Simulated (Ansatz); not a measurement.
# BeRu3 (P1) in Ansatz: convergence with k mesh

Aim: find how far k mesh must go before the results for BeRu3 settle, at LDA. This setting moves, with any that are tied to it; all else stays.

Everything below comes from runs of Ansatz 0.2.0. Logs are shortened: lines on timing, memory, paths and dates and some standing lists are left out, and cuts for length are marked.

### 1 The cell of the first run

The typed cell holds 4 atoms: a = 4.706 Å, b = 4.706 Å, c = 4.706 Å, α = 134.88°, β = 134.88°, γ = 65.72°.

The cell comes from a database or a generator and needn't be the stable form of this composition.

The cell isn't the ideal one: atoms moved at random, drawn with an rms of 0.05 Å.

### 2 With k mesh 3 × 3 × 3

File input.yaml:

```yaml
crystal:
  lattice:
    - [-1.805761, 1.805761, 3.953395]
    - [1.805761, -1.805761, 3.953395]
    - [1.805761, 1.805761, -3.953395]
  atoms:
    - { symbol: Ru, position: [0.495514, 0.49538, -0.009778] }
    - { symbol: Ru, position: [0.253213, 0.767322, 0.501898] }
    - { symbol: Ru, position: [0.756502, 0.236199, 0.494989] }
    - { symbol: Be, position: [-0.018625, -0.016652, -0.016214] }
hamiltonian:
  xc: lda
  pseudopotentials: { kind: paw }
kpoints:
  mp_grid: { grid: [3, 3, 3] }
scf:
  occupations: { method: methfessel_paxton, width: 0.1 }
output:
  forces: true
  stress: true
  eigenvalues: true
```

Potentials or basis: Ansatz PAW.

Run with:

```bash
$ ansatz run input.yaml --threads 2 --pin off --max-ram 5632MiB --backend cpu --events-out ev --progress --plain --runs-dir out
```

Wall time 1.2 s (2 threads of Arm Neoverse V2, shared host); peak memory 0.3 GiB.

Results:

```
Free energy            : -17362.2591 eV
Pressure               : -13.7 GPa
Largest force          : 0.479 eV/Å
Band gap on the k mesh : none (metal or under the smearing width)
```

### 3 With k mesh 3 × 3 × 4

input.yaml, as its differences from that of step 2:

```diff
@@ -14,3 +14,3 @@
 kpoints:
-  mp_grid: { grid: [3, 3, 3] }
+  mp_grid: { grid: [3, 3, 4] }
 scf:
```

Potentials or basis: Ansatz PAW.

Run with:

```bash
$ ansatz run input.yaml --threads 2 --pin off --max-ram 5632MiB --backend cpu --events-out ev --progress --plain --runs-dir out
```

It took 1.4 s on 2 threads of Arm Neoverse V2, shared host; peak memory 0.31 GiB.

What came out:

```
Free energy            : -17362.2553 eV
Pressure               : -13.7 GPa
Largest force          : 0.838 eV/Å
Band gap on the k mesh : none (metal or under the smearing width)
```

### 4 With k mesh 4 × 4 × 5

input.yaml, as its differences from that of step 3:

```diff
@@ -14,3 +14,3 @@
 kpoints:
-  mp_grid: { grid: [3, 3, 4] }
+  mp_grid: { grid: [4, 4, 5] }
 scf:
```

Run with:

```bash
$ ansatz run input.yaml --threads 2 --pin off --max-ram 5632MiB --backend cpu --events-out ev --progress --plain --runs-dir out
```

It took 2.7 s on 2 threads of Arm Neoverse V2, shared host; peak memory 0.35 GiB.

Results:

| Item | Value |
| --- | --- |
| Free energy | -17362.3964 eV |
| Pressure | -14.5 GPa |
| Largest force | 1.021 eV/Å |
| Band gap on the k mesh | none (metal or under the smearing width) |

### 5 With k mesh 5 × 5 × 6

input.yaml, as its differences from that of step 4:

```diff
@@ -14,3 +14,3 @@
 kpoints:
-  mp_grid: { grid: [4, 4, 5] }
+  mp_grid: { grid: [5, 5, 6] }
 scf:
```

Run with:

```bash
$ ansatz run input.yaml --threads 2 --pin off --max-ram 5632MiB --backend cpu --events-out ev --progress --plain --runs-dir out
```

It took 4.7 s on 2 threads of Arm Neoverse V2, shared host; peak memory 0.38 GiB.

Results:

```
Free energy            : -17362.3834 eV
Pressure               : -14.3 GPa
Largest force          : 1.042 eV/Å
Band gap on the k mesh : none (metal or under the smearing width)
```

### 6 With k mesh 6 × 6 × 8

input.yaml, as its differences from that of step 5:

```diff
@@ -14,3 +14,3 @@
 kpoints:
-  mp_grid: { grid: [5, 5, 6] }
+  mp_grid: { grid: [6, 6, 8] }
 scf:
```

Potentials or basis: Ansatz PAW.

Run with:

```bash
$ ansatz run input.yaml --threads 2 --pin off --max-ram 5632MiB --backend cpu --events-out ev --progress --plain --runs-dir out
```

Run time: 9 s. Hardware: 2 threads of Arm Neoverse V2, shared host; peak memory 0.46 GiB.

Results (log left out):

```yaml
Free_energy: -17362.3743 eV
Pressure: -14.4 GPa
Largest_force: 1.032 eV/Å
Band_gap_on_the_k_mesh: none (metal or under the smearing width)
```

### 7 With k mesh 7 × 7 × 9

input.yaml, as its differences from that of step 6:

```diff
@@ -14,3 +14,3 @@
 kpoints:
-  mp_grid: { grid: [6, 6, 8] }
+  mp_grid: { grid: [7, 7, 9] }
 scf:
```

Run with:

```bash
$ ansatz run input.yaml --threads 2 --pin off --max-ram 5632MiB --backend cpu --events-out ev --progress --plain --runs-dir out
```

It took 13 s on 2 threads of Arm Neoverse V2, shared host; peak memory 0.54 GiB.

It converged, with:

| Item | Value |
| --- | --- |
| Free energy | -17362.3842 eV |
| Pressure | -14.4 GPa |
| Largest force | 1.047 eV/Å |
| Band gap on the k mesh | none (metal or under the smearing width) |

### 8 With k mesh 9 × 9 × 12

input.yaml, as its differences from that of step 7:

```diff
@@ -14,3 +14,3 @@
 kpoints:
-  mp_grid: { grid: [7, 7, 9] }
+  mp_grid: { grid: [9, 9, 12] }
 scf:
```

Run with:

```bash
$ ansatz run input.yaml --threads 2 --pin off --max-ram 5632MiB --backend cpu --events-out ev --progress --plain --runs-dir out
```

Wall time 30 s (2 threads of Arm Neoverse V2, shared host); peak memory 0.83 GiB.

It converged, with:

| Quantity | Value |
| --- | --- |
| Free energy | -17362.3775 eV |
| Pressure | -14.4 GPa |
| Largest force | 1.030 eV/Å |
| Band gap on the k mesh | none (metal or under the smearing width) |

### 9 With k mesh 11 × 11 × 14

input.yaml, as its differences from that of step 8:

```diff
@@ -14,3 +14,3 @@
 kpoints:
-  mp_grid: { grid: [9, 9, 12] }
+  mp_grid: { grid: [11, 11, 14] }
 scf:
```

Potentials or basis: Ansatz PAW.

Run with:

```bash
$ ansatz run input.yaml --threads 2 --pin off --max-ram 5632MiB --backend cpu --events-out ev --progress --plain --runs-dir out
```

Wall time 54 s (2 threads of Arm Neoverse V2, shared host); peak memory 1.2 GiB.

The run converged. Its results:

| Property | Result |
| --- | --- |
| Free energy | -17362.3785 eV |
| Pressure | -14.4 GPa |
| Largest force | 1.058 eV/Å |
| Band gap on the k mesh | none (metal or under the smearing width) |

### 10 With k mesh 13 × 13 × 17

input.yaml, as its differences from that of step 9:

```diff
@@ -14,3 +14,3 @@
 kpoints:
-  mp_grid: { grid: [11, 11, 14] }
+  mp_grid: { grid: [13, 13, 17] }
 scf:
```

Potentials or basis: Ansatz PAW.

Run with:

```bash
$ ansatz run input.yaml --threads 2 --pin off --max-ram 5632MiB --backend cpu --events-out ev --progress --plain --runs-dir out
```

What it wrote:

```text
Warning: RAYON_NUM_THREADS=2 ignored (pool sized by the plan → 2); use --threads N
Engine: ansatz 0.2.0, aarch64-unknown-linux-gnu
Pseudopotentials: kind: paw
Pseudopotential: Ru, paw, valence charge 16, recommended cutoff 420 eV (normal), Ru.paw.azcp
Pseudopotential: Be, paw, valence charge 2, recommended cutoff 420 eV (normal), Be.paw.azcp
Functional definition: SPW92
  exchange = slater_x
  correlation = pw_c
Crystal: 4 atoms, lattice volume = 51.564 Å³
Basis set: ecut = 420 eV, 1001 PW (Γ)
Bands: 30, of which v1, the nominal top of the filled ones, is band 25 counted from 1 (24 counted from 0)
Symmetry: 1 space group operations
Space group: P1 (ITA 1), of the structure as read, at distance tolerance 3.7e-5 Å
k-points: 1437 of 2873 (time reversal used)
Non-local potential: Ru, projectors of the file, l = 0: 3, l = 1: 2, l = 2: 2, l = 3: 1
Non-local potential: Be, projectors of the file, l = 0: 2, l = 1: 2, l = 2: 1
PAW form: soft (Blöchl's): semilocal exchange-correlation on the pseudo side does not see the compensation charge
PAW frozen core: Ru, regenerated for the run's functional, and the local potential with it (the file was generated under x = pbe(κ = 0.804, μ = 0.2195149727645171), c = pbe(β = 0.06672455060314922))
PAW frozen core: Be, regenerated for the run's functional, and the local potential with it (the file was generated under x = pbe(κ = 0.804, μ = 0.2195149727645171), c = pbe(β = 0.06672455060314922))
PAW one-centre angular grid: Ru, 590 points (default); XC on 64 Gauss nodes
PAW one-centre angular grid: Be, 110 points (default); XC on 64 Gauss nodes
Initial density: superposition of atomic densities (neutral atoms: chi_scale 0, normalization atom), corrected by the library's trained network
Initial wavefunctions: pseudopotential atomic-orbital guess
Functional: x = slater, c = lda
SCF iter   1: F=—  HF=-17362.388708 eV  |F-HF|=—  |Δ(HF+E_count)|=         —  Δρ=1.19e-2  dr2=6.25e-2  ethr=1.77e-3  ⟨swp⟩=5.0  Hψ=170626  notcnv=0
preconditioner: auto → Kerker (q_TF=auto, 2.714 Å⁻¹)  [metal: Δε(μ)=0.000 eV  Ē_g=4.773 eV  σ=0.100 eV  W_gap=0.00  n_scr=14 (ndim 8)  ℏωp=26.4 eV  f_vac=0.000  D(μ)=3.31/eV (n_scr^D=32)]
SCF iter   2: F=—  HF=-17362.381593 eV  |F-HF|=—  |Δ(HF+E_count)|=   7.11e-3  S|Δr|=    0.00e0  Δρ=5.56e-3  dr2=1.52e-2  ethr=1.25e-4  ⟨swp⟩=1.1  Hψ=54761  notcnv=0
SCF iter   3: F=—  HF=-17362.379508 eV  |F-HF|=—  |Δ(HF+E_count)|=   2.08e-3  S|Δr|=    0.00e0  Δρ=8.91e-4  dr2=4.79e-4  ethr=3.03e-5  ⟨swp⟩=2.2  Hψ=71328  notcnv=0
SCF iter   4: F=—  HF=-17362.379396 eV  |F-HF|=—  |Δ(HF+E_count)|=   1.12e-4  S|Δr|=    0.00e0  Δρ=1.87e-4  dr2=1.27e-5  ethr=9.58e-7  ⟨swp⟩=2.3  Hψ=69359  notcnv=0
SCF iter   5: F=—  HF=-17362.379393 eV  |F-HF|=—  |Δ(HF+E_count)|=   2.22e-6  S|Δr|=    0.00e0  Δρ=5.85e-5  dr2=1.84e-6  ethr=2.54e-8  ⟨swp⟩=2.3  Hψ=70579  notcnv=0
SCF iter   6: F=-17362.379393 eV  HF=-17362.379393 eV  |F-HF|=1.92e-8  |Δ(HF+E_count)|=   3.73e-7  S|Δr|=    0.00e0  Δρ=1.27e-5  dr2=5.84e-8  ethr=2.00e-10  ⟨swp⟩=3.7  Hψ=185660  notcnv=0
SCF 1 converged in 6 iterations: F = -17362.379393 eV  dr2 = 5.84e-8
SCF converged after 6 iterations
Stability not checked: this state was not tested for a lower state beside it, because cold or Methfessel-Paxton smearing, or corrected tetrahedra, fill the levels in a way that the test cannot read (fill_not_monotonic; see scf.lower_state_search)
Free energy (F): -17362.379393 eV
Harris-Foulkes:  -17362.379393 eV  (|F-HF|=1.92e-8)
Internal energy: -17362.380633 eV  (E = F + TS)
E sigma→0 (E₀):  -17362.379703 eV
Entropy (-TS):   0.001240 eV (0.310 meV/atom)
Fermi energy:    19.225283 eV
--- Per-component energies (eV) ---
  E_band       = -321.928815
  E_kinetic    = 1562.634016
  E_local      = -4736.326689  (includes V_loc(G=0)·N_el)
  E_nonlocal   = 1052.148468
  E_hartree    = 1606.174598
  E_xc         = -586.581659
  E_vxc        = -735.467710  (∫ρ·V_xc dr)
  E_paw        = -10080.020967  (= ΣΔE_a)
  E_vpaw       = -677.257221  (= ΣTr[D̂ρ^β])
  E_aug_tail   = -0.000687  (compensation charges beyond the density's cutoff)
  E_ewald      = -6182.153055
  E_core_change = 1.745342  (= ΣΔE_core)
  E_smearing   = 0.001240  (= −TS)
  E_closure    = -0.000000  (closes the sum)
  Σ components = -17362.379393   (vs F -17362.379393, Δ=0.00e0)
--- Forces (eV/Å), atoms counted from 1 ---
  atom   1  Ru     0.02940429     0.03248003     0.23703796
  atom   2  Ru    -0.50996179     0.28467172    -0.85661713
  atom   3  Ru     0.47987305    -0.37196769     0.29676884
  atom   4  Be     0.00068515     0.05481431     0.32281609
  max |Σ_I F_I| component: 5.76e-6 eV/Å
--- Stress (GPa, compression-positive) ---
      -13.100510      -0.479115       1.189111
       -0.479115     -15.515608       0.759084
        1.189111       0.759084     -14.438219
  P = ⅓ Tr σ = -14.3514 GPa (-143.514 kbar)
--- Band table (eV; the first three rows and the last of 1437) ---
  k-point 0: bands = ["-53.5263", "-53.2785", "-53.1977", "-23.9062", "-23.8638", "-23.8551", "-23.3294", "-23.3115", "-23.2614", "-23.0602", "-23.0214", "-22.9902", "11.0163", "13.5241", "13.5907", "14.0824", "15.4019", "15.4676", "16.4372", "16.5335", "16.7498", "18.4297", "18.5795", "18.9435", "19.8609", "20.0344", "20.2188", "20.7012", "22.4231", "24.9008"]
  k-point 1: bands = ["-53.5222", "-53.2821", "-53.1982", "-23.9296", "-23.8382", "-23.8274", "-23.3700", "-23.2995", "-23.2436", "-23.0694", "-23.0315", "-22.9959", "11.1122", "13.6030", "13.6580", "14.1528", "15.3086", "15.5276", "16.4599", "16.5162", "16.7133", "18.4201", "18.6052", "18.8145", "19.2480", "19.9201", "20.5838", "21.0977", "22.2131", "24.8759"]
  k-point 2: bands = ["-53.5104", "-53.2923", "-53.1996", "-23.9664", "-23.7927", "-23.7495", "-23.4256", "-23.3213", "-23.2045", "-23.1131", "-23.0542", "-22.9940", "11.3909", "13.7984", "13.8634", "14.3627", "15.0641", "15.7263", "16.4128", "16.5554", "16.6323", "18.1216", "18.3944", "18.7222", "18.9782", "19.7378", "20.3177", "21.6930", "22.2131", "24.6790"]
  k-point 1436: bands = ["-53.4321", "-53.3598", "-53.2096", "-23.8742", "-23.7583", "-23.6066", "-23.4778", "-23.3467", "-23.2946", "-23.1905", "-23.0799", "-23.0571", "13.2670", "14.1158", "14.6322", "14.9105", "15.1118", "15.6571", "16.1029", "16.5556", "17.0371", "17.2889", "17.7269", "18.2515", "18.8912", "19.1405", "19.8126", "20.8474", "21.3373", "23.6135"]
```

Run time: 88 s. Hardware: 2 threads of Arm Neoverse V2, shared host; peak memory 1.9 GiB.

Results:

- Free energy: -17362.3794 eV
- Pressure: -14.4 GPa
- Largest force: 1.037 eV/Å
- Band gap on the k mesh: none (metal or under the smearing width)

### 11 The series at a glance

| k mesh | energy less the tightest run, at zero smearing (meV/atom) | pressure (GPa) | largest force (eV/Å) | SCF cycles | CPU time (s) | peak memory (GiB) |
| --- | --- | --- | --- | --- | --- | --- |
| 3 × 3 × 3 | 30.22 | -13.69 | 0.479 | 7 | 2.3 | 0.3 |
| 3 × 3 × 4 | 31.02 | -13.72 | 0.838 | 7 | 2.5 | 0.31 |
| 4 × 4 × 5 | -4.02 | -14.48 | 1.021 | 7 | 5.3 | 0.35 |
| 5 × 5 × 6 | -0.92 | -14.32 | 1.042 | 6 | 9.2 | 0.38 |
| 6 × 6 × 8 | 1.29 | -14.36 | 1.032 | 6 | 18 | 0.46 |
| 7 × 7 × 9 | -1.16 | -14.38 | 1.047 | 6 | 26 | 0.54 |
| 9 × 9 × 12 | 0.53 | -14.35 | 1.030 | 6 | 60 | 0.83 |
| 11 × 11 × 14 | 0.21 | -14.35 | 1.058 | 6 | 110 | 1.2 |
| 13 × 13 × 17 | 0.00 | -14.35 | 1.037 | 6 | 180 | 1.9 |

Against the tightest run, the energy stays within 1 meV/atom from 9 × 9 × 12 on; the pressure stays within 0.1 GPa from 5 × 5 × 6 on. Not settled before the last step: the largest force (to 0.005 eV/Å). Meshes of other sizes hit other points, so gaps and Fermi surfaces needn't settle smoothly. The tightest run that finished is the yardstick and may itself not be fully converged.

Caveats: the PAW data sets come from PBE, with cores solved anew for the run's functional, which leaves a small shift of forces and pressure.
